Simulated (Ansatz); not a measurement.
**HfGeCl: a single point and what it writes**

The system is HfGeCl, a known structure type filled with other elements, at an estimated volume. Wanted, at the geometry given: its forces and stress, its levels, and how its atoms share the electrons.

Program: Ansatz 0.2.0. Level of theory: DFT, r2SCAN, no spin polarisation, plane waves, PAW. These are calculated values, not measurements.

**1. The cell**

It takes space group P4/nmm (No. 129, tetragonal). Conventional cell: a = 3.697 Å, b = 3.697 Å, c = 8.474 Å, α = 90.00°, β = 90.00°, γ = 90.00°. Hf (site symmetry 4mm) has 5 Cl at 2.82 to 3.02 Å and 4 Ge at 2.87 Å as nearest neighbours. Ge (site symmetry -4m2) has 4 Ge at 2.61 Å and 4 Hf at 2.87 Å as nearest neighbours. Cl (site symmetry 4mm) is surrounded by 5 Hf at 2.82 to 3.02 Å.

Its coordinates follow in the input file.

It is a restart: the density comes from an earlier run on this cell.

**2. Self-consistent run**

Input file input.yaml:

```yaml
crystal:
  lattice:
    - [3.697264, 0.0, 0.0]
    - [0.0, 3.697264, 0.0]
    - [0.0, 0.0, 8.474169]
  atoms:
    - { symbol: Hf, position: [0.0, 0.5, 0.259] }
    - { symbol: Hf, position: [0.5, 0.0, 0.741] }
    - { symbol: Ge, position: [0.0, 0.0, 0.0] }
    - { symbol: Ge, position: [0.5, 0.5, 0.0] }
    - { symbol: Cl, position: [0.0, 0.5, 0.615] }
    - { symbol: Cl, position: [0.5, 0.0, 0.385] }
  symmetry: { tolerance: 0.0003 }
kpoints:
  mp_grid: { grid: [9, 9, 4], shift: [0, 0, 0] }
  band_path:
    path:
      - [0.0, 0.0, 0.0]
      - [0.0, 0.5, 0.0]
      - [0.5, 0.5, 0.0]
      - [0.0, 0.0, 0.0]
      - [0.0, 0.0, 0.5]
      - [0.0, 0.5, 0.5]
      - [0.5, 0.5, 0.5]
      - [0.0, 0.0, 0.5]
    npoints: 7
magnetization:
  spin_polarized: false
scf:
  occupations: { method: fermi_dirac, width: 0.0899 }
  lower_state_search: "off"
  max_iter: 200
hamiltonian:
  pseudopotentials: { kind: paw }
  xc: r2scan
basis:
  ecutwfc: 500
  fft_grid_basis: typed
output:
  forces: true
  stress: true
  eigenvalues: true
  bader: true
  populations: true
  elf: true
  write_potential: true
  volumetric_format: npy
  dos:
    e_range: [-12, 8]
    de: 0.05
    projected: { site_lists: { Cl: [Cl], Ge: [Ge], Hf: [Hf] } }
checkpoint:
  read: saved_state
```

Log, shortened:

```text
Warning: RAYON_NUM_THREADS=1 ignored (pool sized by the plan → 1); use --threads N
[...]
Pseudopotentials: kind: paw
Pseudopotential: Hf, paw, valence charge 26, recommended cutoff 500 eV (meta_gga), Hf.paw.azcp
Pseudopotential: Ge, paw, valence charge 14, recommended cutoff 500 eV (meta_gga), Ge.paw.azcp
Pseudopotential: Cl, paw, valence charge 7, recommended cutoff 500 eV (meta_gga), Cl.paw.azcp
Functional definition: r2SCAN
[...]
Crystal: 6 atoms, lattice volume = 115.840 Å³
Basis set: ecut = 500 eV, 2975 PW (Γ), exchange–correlation on 108×108×256 points (64 copies of the dense FFT grid, shifted against one another)
Bands: 57, of which v1, the nominal top of the filled ones, is band 47 counted from 1 (46 counted from 0)
Symmetry: 16 space group operations
Space group: P4/nmm (ITA 129), of the structure as read, at distance tolerance 1.5e-3 Å
k-points: 45 of 324
[...]
SCF iter   1: F=-42243.013460 eV  HF=-42243.011765 eV  |F-HF|=1.70e-3  |Δ(HF+E_count)|=         —  Δρ=1.84e-3  dr2=2.81e-3  dr2_τ=9.82e-4  ethr=3.13e-6  ⟨swp⟩=2.0  Hψ=13640  notcnv=0
[...]
SCF iter   8: F=-42243.014275 eV  HF=-42243.014275 eV  |F-HF|=3.40e-8  |Δ(HF+E_count)|=   4.72e-8  Δρ=3.27e-6  dr2=5.48e-8  dr2_τ=3.70e-10  ethr=1.06e-10  ⟨swp⟩=7.0  Hψ=15723  notcnv=0
[...]
NSCF: frozen V_eff on 50 k-points
SCF converged after 8 iterations
Free energy (F): -42243.014275 eV
[...]
E sigma→0 (E₀):  -42242.966846 eV
Entropy (-TS):   -0.094856 eV (-15.809 meV/atom)
Fermi energy:    15.275561 eV
[...]
--- Forces (eV/Å), atoms counted from 1 ---
  atom   1  Hf     0.00000000     0.00000000    -2.27919538
  atom   2  Hf    -0.00000000     0.00000000     2.27919538
  atom   3  Ge     0.00000000     0.00000000    -0.00000000
  atom   4  Ge     0.00000000     0.00000000     0.00000000
  atom   5  Cl     0.00000000     0.00000000    -0.33726299
  atom   6  Cl     0.00000000     0.00000000     0.33726299
[...]
--- Stress (GPa, compression-positive) ---
       -2.901137       0.000000       0.000000
        0.000000      -2.901137       0.000000
        0.000000       0.000000      -8.862299
  P = ⅓ Tr σ = -4.8882 GPa (-48.882 kbar)
--- Band table (eV; the first three rows and the last of 45) ---
[...]
--- Löwdin populations: 6 sites ---
  site symbol       q [e]
     0     Hf     25.4961
     1     Hf     25.4961
     2     Ge     14.1583
     3     Ge     14.1583
     4     Cl      7.2082
     5     Cl      7.2082
  spilling = 0.002924 (of n_electrons = 94.000000)
--- Bader charges: 6 sites ---
  site symbol  charge [e]  shift [e]
     0     Hf      1.5572     0.0001
     1     Hf      1.5572     0.0001
     2     Ge     -0.6834     0.0000
     3     Ge     -0.6834     0.0000
     4     Cl     -0.8738     0.0001
     5     Cl     -0.8738     0.0001
  estimated error of the sums over rays = 6.3e-4 e
```

Wall time 1.8 min (1 thread of an x86-64 CPU, shared host); peak memory 0.8 GiB.

**3. Forces and stress**

The largest forces, with each atom's nearest neighbour:

```tsv
atom	force (eV/Å)	nearest	distance (Å)	direction
Hf1	2.279	Cl6	2.82	(others are as near)
Hf2	2.279	Cl5	2.82	(others are as near)
Cl5	0.337	Hf2	2.82	(others are as near)
Cl6	0.337	Hf1	2.82	(others are as near)
```

Principal stresses (compression positive): -8.86, -2.90, -2.90 GPa; their mean, the pressure, is -4.89 GPa.

**4. The band path (bands.tsv)**

From bands.tsv, levels at the corners of the path, in eV from the Fermi level:

```tsv
point	band 47	band 48	band 49	band 50	band 51	band 52
Γ	-0.70	-0.63	-0.61	0.81	0.81	1.08
X	-0.99	-0.99	0.96	0.96	1.68	1.68
M	1.27	1.27	1.74	1.74	2.48	2.48
Γ	-0.70	-0.63	-0.61	0.81	0.81	1.08
Z	-0.42	-0.30	0.49	0.95	0.95	1.12
R	-0.92	-0.92	0.93	0.93	1.15	1.15
A	-0.12	-0.12	2.42	2.42	2.46	2.46
Z	-0.42	-0.30	0.49	0.95	0.95	1.12
```

The same bands between the corners:

```
distance (1/Å)  band 49  band 50
          0.00    -0.61     0.81
          0.24     0.28     0.32
          0.49     0.22     0.79
          0.73     0.57     1.26
          0.97     1.01     1.01
          1.21     1.28     1.28
          1.46     1.47     1.47
          1.70     1.74     1.74
          2.04     1.20     1.39
          2.39     0.50     0.54
          2.73    -0.18     0.48
          2.95    -0.51     0.82
          3.06    -0.15     0.86
          3.17     0.27     0.92
          3.27     0.49     0.95
          3.51     0.31     0.49
          3.76     0.15     0.64
          4.00     0.76     0.88
          4.24     0.86     0.86
          4.49     1.23     1.23
          4.73     1.73     1.73
          4.97     2.42     2.42
          5.31     1.37     1.61
          5.66     0.57     0.86
          6.00     0.37     0.54
```

**5. Density of states**

States per cell by energy window, from dos.tsv and pdos.tsv (tetrahedra; eV from the Fermi level):

```tsv
from	to	total	Cl p	Ge s	Ge p	Hf s	Hf d
-4.5	-4.0	1.00	0.14	0.03	0.61	0.05	0.14
-4.0	-3.5	1.08	0.09	0.02	0.67	0.05	0.24
-3.5	-3.0	1.42	0.04	0.04	0.80	0.04	0.46
-3.0	-2.5	1.65	0.03	0.03	0.69	0.01	0.85
-2.5	-2.0	0.61	0.01	0.02	0.26	0.00	0.31
-2.0	-1.5	0.57	0.02	0.03	0.19	0.00	0.32
-1.5	-1.0	0.53	0.02	0.02	0.11	0.00	0.35
-1.0	-0.5	0.69	0.04	0.01	0.06	0.01	0.54
-0.5	0.0	1.12	0.05	0.03	0.11	0.05	0.81
0.0	0.5	2.26	0.08	0.05	0.12	0.14	1.71
0.5	1.0	2.72	0.14	0.12	0.14	0.15	1.94
1.0	1.5	3.74	0.19	0.18	0.19	0.19	2.70
1.5	2.0	2.78	0.14	0.17	0.21	0.24	1.80
2.0	2.5	2.79	0.14	0.14	0.28	0.25	1.80
```

The bands computed are complete only to about 2.9 eV above the Fermi level.

**6. Atomic charges**

Gathered by element (positive charge: electrons given up): Löwdin charges also hold the electrons that the projection spills.

```tsv
element	atoms	Bader charge (e)	Bader volume (Å³)	Löwdin charge (e)
Hf	2	+1.56	15.9	+0.50
Ge	2	-0.68	19.9	-0.16
Cl	2	-0.87	22.2	-0.21
```

The Löwdin projection spills 0.3 % of the electrons and depends on the orbitals chosen; where it disagrees with Bader's partition, neither is an observable.

**7. Fields in real space**

Maps in the plane spanned by b and c at height 0.000 along a (axes of the input's cell), one cell: b runs left to right (11 points from zero), c bottom to top (26 points), 90° apart. These are the smooth PAW fields, not the true ones near the nuclei.

Valence density. Ten steps from '0' (0.03 e/Å³) to '9' (57.10 e/Å³), finer at the low end (step k begins (100^(k/10) - 1)/99 of the way up):
```
75100000015
22100000012
11000000001
00000000000
00000000000
00000000000
00001111000
00012222100
00012222100
00023003200
00012222100
00012222100
00001111000
00000000000
00000000000
00000110000
00002442000
00025775200
00036886300
00026886200
00014554100
00001221000
11000000001
22100000012
75210000125
97210000127
```

ELF. Ten even steps from '0' (0.02) to '9' (0.89):
```
00332002330
33441001443
55531001355
87520000257
76310000136
54212332124
32247887422
11489999841
01699779961
02798338972
01699779961
00489999840
00158998510
00014554100
00000110000
00001221000
00015775100
11158998511
32269889622
54269999624
76237997326
87522442257
56752112576
33564224653
00344224430
80243113420
```

Atoms within 0.2 Å of the plane, in fractions of b and c: Hf at (0.50, 0.26), Ge at (0.00, 0.00), Cl at (0.50, 0.61).

At the density minimum on some short contacts:

```tsv
contact	length (Å)	minimum at (fraction)	density (e/Å³)	ELF
Ge3–Ge4	2.614	0.50	0.350	0.56
Hf1–Cl6	2.824	0.47	0.198	0.09
Hf1–Ge3	2.870	0.47	0.288	0.35
Cl5–Cl6	3.261	0.50	0.094	0.05
```

```
fraction  Ge3–Ge4  Hf1–Cl6  Hf1–Ge3  Cl5–Cl6
     0.2     3.79     8.98     8.57     1.57
     0.3      0.8     1.73     1.64    0.575
     0.4    0.418    0.306    0.386    0.179
     0.5     0.35    0.208     0.29   0.0938
     0.6    0.418    0.403     0.37    0.179
     0.7    0.799    0.973    0.634    0.575
     0.8     3.77      1.8     2.58     1.57
```

(Smooth valence density in e/Å³ at fractions of each contact.)

**8. Results**

| quantity | value |
| --- | --- |
| largest force | 2.279 eV/Å on Hf |
| pressure | -4.9 GPa |
| formation energy (elements from separate runs) | -0.67 eV/atom |
| character | metal |
| density of states, mean within 0.25 eV of the Fermi level | 3.1 per eV per cell |
| Bader charges | Hf +1.56, Ge -0.68, Cl -0.87 e |

**Reading.** Bands cross the Fermi level: a metal; within 0.25 eV of the Fermi level the density of states averages 3.1 per eV per cell, mostly Hf d (74 %). Forces reach 2.3 eV/Å, so the geometry is far from rest and the levels are not those of the relaxed cell. By Bader's partition Hf gives up most (+1.56 e) and Cl takes most (-0.87 e). Hf feels the largest force, 2.28 eV/Å, so the positions are not relaxed. Against the elements' reference phases (Hf hcp, Ge diamond, Cl2 molecule; separate runs with the same functional) the formation energy is -0.67 eV per atom, a bound cell by that test.
